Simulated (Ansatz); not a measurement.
# Ag+ with C₂H₂: structure and interaction energy

How do Ag+ and C₂H₂ sit together, how strongly do they interact, and which methods get it right?

Method: PBE0-D4 structure, single points in def2-TZVPPD; program: Ansatz 0.2.0, Gaussian basis.

Levels: PBE-D4, revPBE-D4, BLYP-D4, r2SCAN-D4, B97M-V, PBE0-D4, B3LYP-D4, HSE06-D4, wB97X-V, wB97M-V, B2PLYP, Hartree-Fock, MP2, CCSD, CCSD(T). The reference is CCSD(T) extrapolated to the basis limit. For elements past Ar these valence bases correlate outer-core shells poorly, so that limit is rough.

Correlated methods freeze the cores. Filled d shells of the heavier atoms are correlated. Core potentials replace the inner electrons past krypton, and spin-orbit coupling is left out. B3LYP uses VWN-RPA correlation. B2PLYP carries no dispersion term here.

163 further runs of the same task are left out: 163 set aside as unsound or not needed.

### Step 1. The starting structure

The pair, from a GFN2-xTB docking trial: 5 atoms, charge 1, spin multiplicity 1.

Atoms are counted from 1 here; the program's logs count them from 0.

Bond lengths: Ag1–C2 2.336 Å, Ag1–C3 2.312 Å, C2–C3 1.222 Å, C2–H4 1.071 Å, C3–H5 1.074 Å. Angles: C2–Ag1–C3 30.5°, Ag1–C2–C3 73.7°, Ag1–C2–H4 118.9°, C3–C2–H4 167.4°, Ag1–C3–C2 75.8°, Ag1–C3–H5 120.1°, C2–C3–H5 163.9°.

Coordinates:

```xyz
5
C2H2Ag
Ag    0.30570    1.07180   -1.53810
C     0.11340    0.26400    0.64510
C    -0.23560   -0.64760   -0.09030
H     0.35490    0.91460    1.46130
H    -0.53840   -1.60280   -0.47800
```

Atoms 1 to 1 are fragment A (Ag+), the rest fragment B (C₂H₂).

### Step 2. A first relaxation in a small basis

File pre/in.yaml:

```yaml
crystal:
  periodic: [false, false, false]
  atoms:
    - {symbol: Ag, position_ang: [0.305700, 1.071800, -1.538100]}
    - {symbol: C, position_ang: [0.113400, 0.264000, 0.645100]}
    - {symbol: C, position_ang: [-0.235600, -0.647600, -0.090300]}
    - {symbol: H, position_ang: [0.354900, 0.914600, 1.461300]}
    - {symbol: H, position_ang: [-0.538400, -1.602800, -0.478000]}
basis:
  gaussian: {orbitals: def2-SVP}
total_charge: 1
hamiltonian: {xc: pbe, dispersion: d4}
relax: {f_tol: 0.03, max_steps: 250}
```

The run is started by

```console
ansatz run in.yaml --threads 2 --pin off --events-out ev --progress --plain --max-ram 5222MiB
```

After this run come: Relaxation at PBE0-D4; wB97X-V/def2-TZVPPD; wB97M-V/def2-TZVPPD; B2PLYP/def2-TZVPPD; B97M-V/def2-TZVPPD; CCSD(T)/def2-TZVPPD; MP2/def2-QZVPPD; SPW92/def2-SVP; wB97M-V/def2-SVP; CCSD(T)/def2-SVP; Vibrations of the pair.

Q: Predict the outcome of this session. Wanted: interaction energy, CCSD(T)/CBS; of it Hartree-Fock; D4 term of PBE0-D4; shortest contact; lowest wavenumber.

**Answer**, as computed:

```
                        quantity            value
 interaction energy, CCSD(T)/CBS  -33.42 kcal/mol
of it Hartree-Fock (basis limit)  -18.08 kcal/mol
              D4 term of PBE0-D4   -0.92 kcal/mol
                shortest contact    Ag1–C2 2.33 Å
               lowest wavenumber         238 cm⁻¹
```

**Reading.** The pair is bound by 33.42 kcal/mol at fixed fragment shapes. Hartree-Fock gives 54 % of it, so electrostatics and correlation both count. wB97M-V is the best functional here (-0.10 kcal/mol from CCSD(T)/CBS); PBE-D4 is the worst (-7.43 kcal/mol). wB97X-V is as near within the digits shown. By rung, the mean size of the error is: GGA 5.47, meta-GGA 5.77, hybrid 2.76, screened hybrid 3.11, range-separated hybrid 0.10, double hybrid 0.66 kcal/mol. PBE-D4 gives an interaction energy 7.43 kcal/mol too low, an error of 22 % of the reference. CCSD(T) moves by -4.20 kcal/mol from triple zeta to the limit; gaps between functionals far smaller than that don't rank them. A lower arrangement may exist.
